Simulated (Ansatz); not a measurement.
# OsCl3 (ReO3 type): a single-point run

Wanted: a converged single-point run for OsCl3 (ReO3 type), and a check of what comes out. The structure is shown as the input types it.

Program: Ansatz 0.2.0. Level of theory: DFT PBE+U, scalar-relativistic, plane waves, PAW. These are calculated values, not measurements.

2 further runs of the same task are left out: 2 that didn't finish. Runs told in other sessions of the task aren't counted.

## (1) The structure to begin with

The structure is cubic, space group Pm-3m (No. 221). Conventional cell: a = 3.855 Å, b = 3.855 Å, c = 3.855 Å, α = 90.00°, β = 90.00°, γ = 90.00°. Os (site symmetry m-3m) is surrounded by 6 Cl at 1.93 Å. Cl (site symmetry 4/mmm) has 2 Os at 1.93 Å in its first shell of neighbours.

Coordinates:

```
CELL_PARAMETERS angstrom
3.85519 0.00000 0.00000
0.00000 3.85519 0.00000
0.00000 0.00000 3.85519
ATOMIC_POSITIONS crystal
Os 0.00000 0.00000 0.00000
Cl 0.50000 0.00000 0.00000
Cl 0.00000 0.00000 0.50000
Cl 0.00000 0.50000 0.00000
```

## (2) Input and run

File input.yaml:

```yaml
crystal:
  lattice:
    - [3.85518794, 0.0, 0.0]
    - [0.0, 3.85518794, 0.0]
    - [0.0, 0.0, 3.85518794]
  atoms:
    - { symbol: Os, position: [0.0, 0.0, 0.0], spin: 1.0 }
    - { symbol: Cl, position: [0.5, 0.0, 0.0] }
    - { symbol: Cl, position: [0.0, 0.0, 0.5] }
    - { symbol: Cl, position: [0.0, 0.5, 0.0] }
basis:
  ecutwfc: 420
  ecutrho_ratio: 4
kpoints:
  mp_grid: { grid: [6, 6, 6] }
hamiltonian:
  xc: pbe
  hubbard: { sites: [{ species: Os, l: d, u_eff: 2.0 }] }
scf:
  occupations: { method: gaussian, width: 0.05 }
  max_iter: 60
output:
  forces: true
  stress: true
magnetization:
  spin_polarized: true
```

Command:

```bash
$ ansatz run input.yaml --threads 2 --pin off --max-ram 2662MiB --backend cpu --events-out ev --progress --plain --runs-dir out
```

Q: Will this input give a usable result? If not, why, and what should change?

The program finished normally, with warnings (filled band counts differ across k points). It gives a pressure of 178 GPa, which is large; a structure far from rest gives such values too, whatever the setting.

The structure was scaled down until the atoms press into each other. The shortest distance in the input is 1.93 Å, between atoms 1 (Os) and 2 (Cl).

Remedy: restore the intended size.
